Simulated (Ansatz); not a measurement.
# LiVO2: the cost of one run

Computed with Ansatz 0.2.0 (DFT PBEsol, scalar-relativistic, plane waves, PAW, unless a step's input says otherwise).

## Step 1: The starting structure

It takes space group R-3m (No. 166, trigonal). Conventional cell: a = 2.762 Å, b = 2.762 Å, c = 14.877 Å, α = 90.00°, β = 90.00°, γ = 120.00°. Li (site symmetry -3m) has 6 O at 2.05 Å as nearest neighbours. V (site symmetry -3m) is surrounded by 6 O at 1.99 Å. O (site symmetry 3m) has 3 V at 1.99 Å and 3 Li at 2.05 Å as nearest neighbours.

As a file:

```
Li V O
1.0
     1.38076    0.79718    4.95910
    -1.38076    0.79718    4.95910
     0.00000   -1.59437    4.95910
Li V O
1 1 2
Cartesian
  0.0000 0.0000 0.0000
  0.0000 0.0000 7.4386
  0.0000 0.0000 3.6728
  0.0000 0.0000 11.2045
```

It is the result of an earlier relaxation at this level (volume 8.19 Å³/atom; gap on the mesh: none (metal)).

## Step 2: Volume × 0.97

The input, input.yaml:

```yaml
crystal:
  lattice:
    - [1.3668151727, 0.7891311079, 4.909003772]
    - [-1.3668151727, 0.7891311079, 4.909003772]
    - [0.0, -1.5782622157, 4.909003772]
  atoms:
    - { symbol: Li, position: [0.0, 0.0, 0.0] }
    - { symbol: V, position: [0.5, 0.5, 0.5] }
    - { symbol: O, position: [0.2468735908, 0.2468735908, 0.2468735908] }
    - { symbol: O, position: [0.7531264092, 0.7531264092, 0.7531264092] }
basis:
  ecutwfc: 420
kpoints:
  mp_grid: { grid: [18, 18, 18] }
hamiltonian:
  xc: pbesol
scf:
  occupations: { method: gaussian, width: 0.1 }
output:
  forces: true
  stress: true
  eigenvalues: true
relax:
  adjacent_minimum: "off"
  f_tol: 0.01
  max_steps: 30
  cell: { stress_tol: 0.1, fix: [volume] }
```

The run is started by

```console
$ ansatz run input.yaml --threads 1 --pin off --max-ram 2560MiB --backend cpu --events-out ev --progress --plain --runs-dir out
```

Q: Estimate wall time and peak memory on 1 thread of Intel Xeon at 2.50GHz (Skylake/Cascade Lake), shared host.

About 3.4 min, with a peak of 0.67 GiB.
